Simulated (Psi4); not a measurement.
# SnH3Cl (SMILES [Cl][SnH3]): levels of theory compared

Wanted: a comparison of 5 runs (HF/def2-SVP, BLYP/def2-SVP, SVWN5/def2-SVP, r2SCAN/def2-SVP, CCSD(T)/def2-SVP) of SnH3Cl. 

Program for the calculation: Psi4 1.11.

12 further runs of the same task are left out: 12 that didn't finish.

## (1) The molecule

The species is SnH3Cl (5 atoms), meant as a singlet with charge 0. SMILES: `[Cl][SnH3]`. One bond was lengthened or shortened from a relaxed shape.

Bond lengths: Cl1–Sn2 2.334 Å, Sn2–H3 1.700 Å, Sn2–H4 1.700 Å, Sn2–H5 1.955 Å. Angles: Cl1–Sn2–H3 106.1°, Cl1–Sn2–H4 106.1°, Cl1–Sn2–H5 106.1°, H3–Sn2–H4 112.7°, H3–Sn2–H5 112.7°, H4–Sn2–H5 112.7°.

## (2) Energy and gradient at HF/def2-SVP (core potential) (run 1)

clh3sn.json

```json
{
 "schema_name": "qcschema_input",
 "schema_version": 1,
 "molecule": {
  "schema_name": "qcschema_molecule",
  "schema_version": 2,
  "symbols": ["Cl", "Sn", "H", "H", "H"],
  "geometry": [-3.80175291, 0.34059479, 1.73790742, -0.00661593, -0.37164299, -0.39256982, -0.55350267, 0.39823143, -3.4631858, 0.66196917, -3.48912418, 0.00162705, 2.49103698, 1.83284537, 1.20451143],
  "molecular_charge": 0,
  "molecular_multiplicity": 1,
  "fix_symmetry": "c1"
 },
 "driver": "gradient",
 "model": {
  "method": "hf",
  "basis": "def2-SVP"
 },
 "keywords": {
  "puream": true,
  "e_convergence": 1e-09,
  "d_convergence": 1e-08,
  "scf_type": "pk",
  "scf_properties": ["WIBERG_LOWDIN_INDICES", "QUADRUPOLE", "MAYER_INDICES"]
 }
}
```

The run is started by

```bash
psi4 --qcschema clh3sn.json -n 1 --memory 1600MB
```

stdout:

```text
[...]
    !!!  WARNING: ECP capability is in beta. Please check occupations closely.  !!!
[...]
  Running in c1 symmetry.
[...]
  Nuclear repulsion =  113.154314666426629
[...]
  Multiplicity = 1
[...]
  Nalpha       = 21
  Nbeta        = 21
[...]
    Number of basis functions: 59
[...]
   @RHF iter   1:  -674.43688466984122   -1.88888e+00   2.98803e-03 ADIIS/DIIS
[...]
   @RHF iter  10:  -674.45220807103658   -1.93268e-12   3.32819e-09 DIIS
[...]
    Orbital Energies [Eh]
    ---------------------
    Doubly Occupied:
       1A   -104.768825     2A    -10.531404     3A     -8.005941
       4A     -8.003412     5A     -8.003400     6A     -5.906760
       7A     -4.098864     8A     -4.094435     9A     -4.094394
      10A     -1.369818    11A     -1.363776    12A     -1.362365
      13A     -1.357778    14A     -1.356997    15A     -1.054206
      16A     -0.676132    17A     -0.493097    18A     -0.482586
      19A     -0.470409    20A     -0.433166    21A     -0.420005
[...]
  @RHF Final Energy:  -674.45220807103658
   => Energetics <=
    Nuclear Repulsion Energy =            113.1543146664266288
    One-Electron Energy =               -1238.5175003035603822
    Two-Electron Energy =                 450.9109775660971309
    Total Energy =                       -674.4522080710365799
[...]
  -Total Gradient:
     Atom            X                  Y                   Z
    ------   -----------------  -----------------  -----------------
       1        0.007151892419    -0.001703700450    -0.004420035176
       2       -0.035392516194    -0.025667160263    -0.016400037750
       3       -0.001727731874    -0.001032803903    -0.000285423444
       4       -0.001803878893    -0.000795872792    -0.000507891489
       5        0.031772234532     0.029199537410     0.021613387847
[...]
```

The result, in JSON:

```text
{
 "driver": "gradient",
 "model": {
  "method": "hf",
  "basis": "def2-SVP"
 },
 "success": true,
 "return_result": [0.0071518924194735045, -0.0017037004495387767, -0.004420035176077933, -0.03539251619382603, -0.025667160263444826, -0.016400037750147724, -0.0017277318735119118, -0.0010328039032946254, -0.00028542344426438215, -0.0018038788933163463, -0.0007958727922925679, -0.0005078914886544675, 0.031772234532463084, 0.029199537409934306, 0.021613387847241927],
 "properties": {
  "calcinfo_nbasis": 59,
  "calcinfo_nmo": 59,
  "calcinfo_nalpha": 21,
  "calcinfo_nbeta": 21,
  "calcinfo_natom": 5,
  "nuclear_repulsion_energy": 113.15431466642663,
  "return_energy": -674.4522080710366,
  "return_gradient": [0.0071518924194735045, -0.0017037004495387767, -0.004420035176077933, -0.03539251619382603, -0.025667160263444826, -0.016400037750147724, -0.0017277318735119118, -0.0010328039032946254, -0.00028542344426438215, -0.0018038788933163463, -0.0007958727922925679, -0.0005078914886544675, 0.031772234532463084, 0.029199537409934306, 0.021613387847241927],
  "scf_one_electron_energy": -1238.5175003035604,
  "scf_two_electron_energy": 450.91097756609713,
  "scf_dipole_moment": [0.7810416886324525, -0.29570894892341304, -0.6058212811019352],
  "scf_total_energy": -674.4522080710366,
  "scf_total_gradient": [0.0071518924194735045, -0.0017037004495387767, -0.004420035176077933, -0.03539251619382603, -0.025667160263444826, -0.016400037750147724, -0.0017277318735119118, -0.0010328039032946254, -0.00028542344426438215, -0.0018038788933163463, -0.0007958727922925679, -0.0005078914886544675, 0.031772234532463084, 0.029199537409934306, 0.021613387847241927],
  "scf_iterations": 10
 }
}
```

Run time: 1.9 s. Hardware: 1 thread of AMD EPYC 9R45 (Zen 5), shared host; peak memory 0.21 GiB.

## (3) The energy at BLYP/def2-SVP (core potential) (run 2)

job.dat

```
memory 1600 MB

molecule geom {
  0 1
  Cl
  Sn 1 2.333742
  H 2 1.700008 1 106.05414
  H 2 1.700058 3 112.6596 1 115.59198
  H 2 1.955001 3 112.66156 4 128.81151
  symmetry c1
  no_reorient
  no_com
}

set reference rks
set puream true
set e_convergence 1e-09
set d_convergence 1e-08
set scf_type pk
set dft_radial_points 99
set dft_spherical_points 590

e_tot, wfn = energy("blyp/def2-SVP", return_wfn=True)
oeprop(wfn, "WIBERG_LOWDIN_INDICES", "MULLIKEN_CHARGES", "LOWDIN_CHARGES", title="BLYP")
```

The run is started by

```bash
psi4 -i job.dat -o job.out -n 1
```

job.out:

```text
[...]
    !!!  WARNING: ECP capability is in beta. Please check occupations closely.  !!!
[...]
  Running in c1 symmetry.
[...]
  Nuclear repulsion =  113.154327713801422
[...]
  Multiplicity = 1
[...]
  Nalpha       = 21
  Nbeta        = 21
[...]
    Number of basis functions: 59
[...]
   @RKS iter   1:  -676.00489416221455   -1.14579e+00   5.79473e-03 DIIS/ADIIS
[...]
   @RKS iter  11:  -676.08178376376611   -9.09495e-13   2.42954e-09 DIIS
[...]
  @RKS Final Energy:  -676.08178376376611
   => Energetics <=
    Nuclear Repulsion Energy =            113.1543277138014219
    One-Electron Energy =               -1238.9277670940696225
    Two-Electron Energy =                 496.9883069957499515
    DFT Exchange-Correlation Energy =     -47.2966513792479120
    Empirical Dispersion Energy =           0.0000000000000000
    VV10 Nonlocal Energy =                  0.0000000000000000
    Total Energy =                       -676.0817837637661114
[...]
 Multipole Moments:
 ------------------------------------------------------------------------------------
     Multipole            Electronic (a.u.)      Nuclear  (a.u.)        Total (a.u.)
 ------------------------------------------------------------------------------------
 L = 1.  Multiply by 2.5417464519 to convert [e a0] to [Debye]
 Dipole X            :         -0.4392242            0.2933581           -0.1458661
 Dipole Y            :         -0.2537087            0.1694548           -0.0842539
 Dipole Z            :         32.6944383          -31.9020574            0.7923809
 Magnitude           :                                                    0.8100884
[...]
```

Run time: 3.9 s. Hardware: 1 thread of AMD EPYC 9R45 (Zen 5), shared host; peak memory 0.65 GiB.

Run 3 isn't shown in full; the table further down has it.

## (4) Energy and gradient at r2SCAN/def2-SVP (core potential) (run 4)

calc.py

```python
import psi4

psi4.set_memory('1600 MB')
psi4.set_num_threads(1)
psi4.set_output_file('output.dat', False)

molecule = psi4.geometry("""
0 1
Cl    -3.80175291     0.34059479     1.73790742
Sn    -0.00661593    -0.37164299    -0.39256982
H     -0.55350267     0.39823143    -3.46318580
H      0.66196917    -3.48912418     0.00162705
H      2.49103698     1.83284537     1.20451143
units bohr
symmetry c1
no_reorient
no_com
""")

psi4.set_options(dict(puream=True, e_convergence=1e-09, d_convergence=1e-08, scf_type='pk', dft_radial_points=99, dft_spherical_points=590))

E, wfn = psi4.gradient('r2scan/def2-SVP', molecule=molecule, return_wfn=True)
psi4.oeprop(wfn, 'WIBERG_LOWDIN_INDICES', 'MULLIKEN_CHARGES', 'DIPOLE')
print('gradient / Eh bohr^-1')
print(E.np.round(6))
print(f'energy = {wfn.energy():.10f} Eh')
```

The run is started by

```bash
python calc.py
```

output.dat:

```text
[...]
  Running in c1 symmetry.
[...]
  Nuclear repulsion =  113.154314666426629
[...]
  Multiplicity = 1
[...]
  Nalpha       = 21
  Nbeta        = 21
[...]
    Number of basis functions: 59
[...]
   @RKS iter   1:  -676.13937661227658   -1.27948e+00   5.59788e-03 DIIS/ADIIS
[...]
   @RKS iter  10:  -676.20245797607879   -1.01181e-11   9.26668e-09 DIIS
[...]
  @RKS Final Energy:  -676.20245797607879
   => Energetics <=
    Nuclear Repulsion Energy =            113.1543146664266288
    One-Electron Energy =               -1238.9679936594322953
    Two-Electron Energy =                 497.0380344538078816
    DFT Exchange-Correlation Energy =     -47.4268134368810479
    Empirical Dispersion Energy =           0.0000000000000000
    VV10 Nonlocal Energy =                  0.0000000000000000
    Total Energy =                       -676.2024579760787901
[...]
  -Total Gradient:
     Atom            X                  Y                   Z
    ------   -----------------  -----------------  -----------------
       1        0.006205290270    -0.001320008173    -0.003657474075
       2       -0.032172177873    -0.023905624387    -0.015552165629
       3       -0.000579211806    -0.001548165855     0.002230295697
       4       -0.001685596865     0.001984150576    -0.000928574461
       5        0.027438117227     0.025033517872     0.018459938663
[...]
  Mulliken Charges: (a.u.)
   Center  Symbol    Alpha    Beta     Spin     Total
       1    CL     8.65609  8.65609  0.00000 -0.31217
       2    SN    10.72718 10.72718  0.00000  0.54564
       3     H     0.53617  0.53617  0.00000 -0.07233
       4     H     0.53617  0.53617  0.00000 -0.07233
       5     H     0.54440  0.54440  0.00000 -0.08880
   Total alpha = 21.00000, Total beta = 21.00000, Total charge =  0.00000
  Wiberg Bond Indices using Orthogonal Lowdin Orbitals:
[...]
```

Standard output:

```text
gradient / Eh bohr^-1
[[ 0.006205 -0.00132  -0.003657]
 [-0.032172 -0.023906 -0.015552]
 [-0.000579 -0.001548  0.00223 ]
 [-0.001686  0.001984 -0.000929]
 [ 0.027438  0.025034  0.01846 ]]
energy = -676.2024579761 Eh
```

Wall time 9.9 s (1 thread of AMD EPYC 9R45 (Zen 5), shared host); peak memory 1.2 GiB.

## (5) A single-point energy at CCSD(T)/def2-SVP (core potential) (run 5)

job.py

```python
import psi4

psi4.set_memory('1600 MB')
psi4.set_num_threads(1)
psi4.set_output_file('clh3sn.out', False)

mol = psi4.geometry("""
Cl    -3.80175291     0.34059479     1.73790742
Sn    -0.00661593    -0.37164299    -0.39256982
H     -0.55350267     0.39823143    -3.46318580
H      0.66196917    -3.48912418     0.00162705
H      2.49103698     1.83284537     1.20451143
units au
symmetry c1
""")

options = {'puream': True, 'e_convergence': 1e-09, 'd_convergence': 1e-08, 'scf_type': 'pk', 'num_frozen_docc': 9}
psi4.set_options(options)

result = psi4.energy("ccsd(t)/def2-SVP")
print('E =', round(result, 9))
for k, v in sorted(psi4.core.scalar_variables().items()):
    print(f'{k:45s} {v:18.10f}')
```

The run is started by

```bash
python job.py
```

clh3sn.out:

```text
[...]
    !!!  WARNING: ECP capability is in beta. Please check occupations closely.  !!!
[...]
  Running in c1 symmetry.
[...]
  Nuclear repulsion =  113.154314666426629
[...]
  Multiplicity = 1
[...]
  Nalpha       = 21
  Nbeta        = 21
[...]
    Number of basis functions: 59
[...]
   @RHF iter   1:  -674.43688466984122   -1.88888e+00   2.98803e-03 ADIIS/DIIS
[...]
   @RHF iter  10:  -674.45220807103658   -1.93268e-12   3.32819e-09 DIIS
[...]
  @RHF Final Energy:  -674.45220807103658
   => Energetics <=
    Nuclear Repulsion Energy =            113.1543146664266288
    One-Electron Energy =               -1238.5175003035603822
    Two-Electron Energy =                 450.9109775660971309
    Total Energy =                       -674.4522080710365799
[...]
 Multipole Moments:
 ------------------------------------------------------------------------------------
     Multipole            Electronic (a.u.)      Nuclear  (a.u.)        Total (a.u.)
 ------------------------------------------------------------------------------------
 L = 1.  Multiply by 2.5417464519 to convert [e a0] to [Debye]
 Dipole X            :         28.0798913          -27.2988496            0.7810417
 Dipole Y            :         -5.6739588            5.3782499           -0.2957089
 Dipole Z            :        -16.2168296           15.6110083           -0.6058213
 Magnitude           :                                                    1.0317409
[...]
      * MP2 total energy                      = -674.702638605548600
[...]
      * CCSD total energy                     = -674.738158235191122
[...]
      * CCSD(T) total energy                  = -674.744369055653692
```

Standard output:

```text
E = -674.744369056
(T) CORRECTION ENERGY                              -0.0062108205
CC D1 DIAGNOSTIC                                    0.0223269869
CC D2 DIAGNOSTIC                                    0.1672228198
CC NEW D1 DIAGNOSTIC                                0.0223269869
CC T1 DIAGNOSTIC                                    0.0086154525
CCSD CORRELATION ENERGY                            -0.2859501642
CCSD DOUBLES ENERGY                                -0.2859501642
CCSD ITERATIONS                                    15.0000000000
CCSD OPPOSITE-SPIN CORRELATION ENERGY              -0.2295507817
CCSD SAME-SPIN CORRELATION ENERGY                  -0.0563993824
CCSD SINGLES ENERGY                                 0.0000000000
CCSD TOTAL ENERGY                                -674.7381582352
CCSD(T) CORRELATION ENERGY                         -0.2921609846
CCSD(T) TOTAL ENERGY                             -674.7443690557
CURRENT CORRELATION ENERGY                         -0.2921609846
CURRENT ENERGY                                   -674.7443690557
CURRENT REFERENCE ENERGY                         -674.4522080710
DD SOLVATION ENERGY                                 0.0000000000
HF KINETIC ENERGY                                 543.7055135571
HF POTENTIAL ENERGY                             -1218.1577216281
HF TOTAL ENERGY                                  -674.4522080710
HF VIRIAL RATIO                                     2.2404733652
MP2 CORRELATION ENERGY                             -0.2504305345
MP2 DOUBLES ENERGY                                 -0.2504305345
MP2 OPPOSITE-SPIN CORRELATION ENERGY               -0.1933798171
MP2 SAME-SPIN CORRELATION ENERGY                   -0.0570507174
MP2 SINGLES ENERGY                                 -0.0000000000
MP2 TOTAL ENERGY                                 -674.7026386055
NUCLEAR REPULSION ENERGY                          113.1543146664
ONE-ELECTRON ENERGY                             -1238.5175003036
PCM POLARIZATION ENERGY                             0.0000000000
PE ENERGY                                           0.0000000000
SCF ITERATION ENERGY                             -674.4522080710
SCF ITERATIONS                                     10.0000000000
SCF TOTAL ENERGY                                 -674.4522080710
TWO-ELECTRON ENERGY                               450.9109775661
```

Wall time 5.4 s (1 thread of AMD EPYC 9R45 (Zen 5), shared host); peak memory 0.25 GiB.

## (6) All runs side by side

```
run                              level      task         integration grid  energy (Eh)  dipole moment (D)  HOMO energy (eV)  LUMO energy (eV)  wall time
  1       HF/def2-SVP (core potential)  gradient                        –  -674.452208               2.62            -11.43              2.38      1.9 s
  2     BLYP/def2-SVP (core potential)    energy  99 radial × 590 angular  -676.081784               2.06             -6.82             -1.66      3.9 s
  3    SVWN5/def2-SVP (core potential)  gradient  99 radial × 590 angular  -674.299510               2.16             -7.06             -1.91      4.2 s
  4   r2SCAN/def2-SVP (core potential)  gradient  99 radial × 590 angular  -676.202458               2.36             -7.41             -1.52      9.9 s
  5  CCSD(T)/def2-SVP (core potential)    energy                        –  -674.744369                  –            -11.43              2.38      5.4 s
```

## (7) Outcome

```
                                          quantity          value
                               run 5: total energy  -674.74437 Eh
        run 5: HOMO energy (Hartree–Fock orbitals)      -11.43 eV
        run 5: LUMO energy (Hartree–Fock orbitals)        2.38 eV
      run 5: HOMO–LUMO gap (Hartree–Fock orbitals)       13.81 eV
run 5: correlation energy (9 core orbitals frozen)     -292.2 mEh
                             run 5: (T) correction      -6.21 mEh
                              run 5: T1 diagnostic          0.009
```

**Reading.** Over runs 1, 2, 3, 4 the dipole moment (its size) runs from 2.06 D (BLYP/def2-SVP) to 2.62 D (HF/def2-SVP). Over runs 1, 2, 3, 4 the HOMO–LUMO gap runs from 5.15 eV (SVWN5/def2-SVP) to 13.81 eV (HF/def2-SVP). Exact exchange widens orbital gaps. Totals of different functionals can't be ranked against each other. All runs together took 25 s, the longest 9.9 s.
